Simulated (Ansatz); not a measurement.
Write a Python script for Ansatz's Python interface that makes energies of removing a hydrogen of BCl₂H, SMILES ClBCl. Use (for the species named): CAM-B3LYP, cc-pVDZ basis, multiplicity 1.

`bcl2h.xyz`
```text
4

Cl   -1.58420   -0.74260    0.01420
B     0.00340    0.13640   -0.08180
Cl    1.44360   -0.62880    0.70850
H     0.19260    1.17470   -0.66120
```

The script, `run_bde.py`:
```python
"""Cost of removing each kind of hydrogen from BCl2H, fragments frozen."""

import ansatz as az

BASIS_SET = "cc-pVDZ"
FUNCTIONAL = "cam_b3lyp"


def energy(molecule, charge=0, unpaired=0):
    calc = molecule.calculation().basis(gaussian=BASIS_SET).functional(FUNCTIONAL)
    if charge:
        calc = calc.charge(charge)
    if unpaired:
        calc = calc.spin("collinear", total=unpaired)
    return calc.run().report["free_energy_ev"]

def without(molecule, index):
    rest = az.Crystal.molecule()
    for i, site in enumerate(molecule.cartesian_sites):
        if i != index:
            rest = rest.atom(site.symbol, site.position_ang)
    return rest

molecule = az.Crystal.molecule_from_extxyz("bcl2h.xyz")

whole = energy(molecule, 0)
hydrogen = energy(az.Crystal.molecule().atom("H", (0, 0, 0)), 0, 1)
print(f"E(molecule) = {whole:.5f} eV, E(H) = {hydrogen:.5f} eV")
for index in [3]:
    radical = energy(without(molecule, index), 0, 1)
    print(f"H{index}: homolysis {23.060548 * (radical + hydrogen - whole):.1f} kcal/mol")
    anion = energy(without(molecule, index), -1)
    print(f"H{index}: loss of a proton {23.060548 * (anion - whole):.1f} kcal/mol")
```

`python run_bde.py` gives:
```text
E(molecule) = -25740.14019 eV, E(H) = -13.54839 eV
H3: homolysis 108.8 kcal/mol
H3: loss of a proton 405.5 kcal/mol
```

Caveats:
- Total energies depend on the basis set; only differences at equal settings carry meaning.
- The geometry is a force-field or estimated start, not a minimum of this method, and the basis set is short of its limit. All parts are taken at fixed geometry, without zero-point energy.
- Anions want diffuse functions, which this basis lacks.
- It ran for 4.7 s on 1 thread of Arm Neoverse V1, with other jobs on the host, peak memory 0.19 GiB.
